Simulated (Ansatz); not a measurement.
# C2H4FOSb: a ladder of functionals and wavefunction methods

The task here is to estimate one member of a computed series from the others.

Computed with Ansatz 0.2.0, Gaussian basis. Level: functionals in def2-TZVPP, the program's frozen cores in correlated methods.

Levels to be run: LDA (SPW92), PBE-D4, revPBE-D4, BLYP-D4, r2SCAN-D4, B97M-V, PBE0-D4, B3LYP-D4, r2SCANh-D4, r2SCAN0-D4, HSE06-D4, BHLYP-D4, CAM-B3LYP-D4, LC-ωPBE, ωB97X-V, ωB97M-V, B2PLYP, PBE-QIDH; CCSD(T)/def2-SVP; CCSD(T)/def2-TZVPP; MP2/def2-QZVPP; extrapolation to the limit; RPA on PBE.

## Structure used throughout

The geometry comes from an earlier relaxation with PBE0-D4 in a triple-zeta def2 set; it is a stationary point, not always the lowest conformer. Sb takes the def2 core potential; no spin-orbit term is included.

SMILES `C=C[O][SbH][F]`, 9 atoms, charge 0, spin multiplicity 1.

Atoms are counted from 1 here; the program's logs count them from 0.

Bond lengths: C1–C2 1.324 Å, C1–H6 1.083 Å, C1–H7 1.081 Å, C2–O3 1.357 Å, C2–H8 1.090 Å, O3–Sb4 1.950 Å, Sb4–F5 1.914 Å, Sb4–H9 1.727 Å. Angles: C2–C1–H6 121.5°, C2–C1–H7 119.6°, H6–C1–H7 119.0°, C1–C2–O3 122.3°, C1–C2–H8 121.7°, O3–C2–H8 116.0°, C2–O3–Sb4 123.6°, O3–Sb4–F5 97.1°, O3–Sb4–H9 94.0°, F5–Sb4–H9 91.4°.

Coordinates:

```xyz
9

C    -1.6179   -0.2556    0.8370
C    -0.4973   -0.1762    0.1359
O     0.7218   -0.0813    0.7239
Sb    2.3854    0.1319   -0.2702
F     1.9656    1.8166   -1.0755
H    -1.6101   -0.2340    1.9195
H    -2.5648   -0.3393    0.3219
H    -0.5025   -0.1855   -0.9537
H     1.8083   -0.7229   -1.6558
```

The first run:

in.yaml reads:

```yaml
crystal:
  periodic: [false, false, false]
  atoms:
    - {symbol: C, position_ang: [-1.617947, -0.255641, 0.837041]}
    - {symbol: C, position_ang: [-0.497316, -0.176206, 0.135867]}
    - {symbol: O, position_ang: [0.721801, -0.081274, 0.723865]}
    - {symbol: Sb, position_ang: [2.385449, 0.131916, -0.270173]}
    - {symbol: F, position_ang: [1.965580, 1.816638, -1.075534]}
    - {symbol: H, position_ang: [-1.610091, -0.234000, 1.919534]}
    - {symbol: H, position_ang: [-2.564769, -0.339298, 0.321872]}
    - {symbol: H, position_ang: [-0.502473, -0.185480, -0.953728]}
    - {symbol: H, position_ang: [1.808265, -0.722856, -1.655844]}
basis:
  gaussian: {orbitals: def2-TZVPP}
hamiltonian: {xc: lda}
output: {orbitals: {seedname: orbitals}}
```

Among the steps run: LDA; PBE-D4 (GGA); revPBE-D4 (GGA); BLYP-D4 (GGA); r2SCAN-D4 (meta-GGA); B97M-V (meta-GGA); PBE0-D4 (hybrid); B3LYP-D4 (hybrid); r2SCANh-D4 (hybrid); r2SCAN0-D4 (hybrid); HSE06-D4 (hybrid); BHLYP-D4 (hybrid); CAM-B3LYP-D4 (range-separated); LC-ωPBE (range-separated); ωB97X-V (range-separated); ωB97M-V (range-separated); B2PLYP (double hybrid); PBE-QIDH (double hybrid).

One table of the session follows, with a row left open; its other results are not shown here.

It belongs to the step «Frontier levels by functional». 

```
  functional  HOMO (eV)  LUMO (eV)  gap (eV)
 LDA (SPW92)      -5.94      -2.53      3.41
      PBE-D4      -5.71      -2.27      3.44
   revPBE-D4      -5.64      -2.17      3.46
     BLYP-D4      -5.56      -2.20      3.36
   r2SCAN-D4      -5.91      -2.05      3.86
      B97M-V      -5.91      -2.12      3.79
     PBE0-D4      -6.85      -1.50      5.35
    B3LYP-D4      -6.63      -1.75      4.88
  r2SCANh-D4          ?          ?         ?
  r2SCAN0-D4      -7.00      -1.36      5.64
    HSE06-D4      -6.45      -1.87      4.58
    BHLYP-D4      -7.85      -0.72      7.13
CAM-B3LYP-D4      -8.17      -0.56      7.61
     LC-ωPBE      -9.54       0.62     10.16
     ωB97X-V      -9.16       0.49      9.65
     ωB97M-V      -9.08       0.27      9.35
```

Q: Estimate the row for r2SCANh-D4 from the others.

Worked estimate for «HOMO (eV)». Against the share of exact exchange, r2SCAN-D4 (0, -5.91), r2SCAN0-D4 (0.25, -7.00) give a slope of -4.36 per unit share; at 0.1 the line stands at -6.35.

**Answer.** HOMO (eV): -6.34; LUMO (eV): -1.77; gap (eV): 4.57. In «HOMO (eV)» the line misses by -0.01.
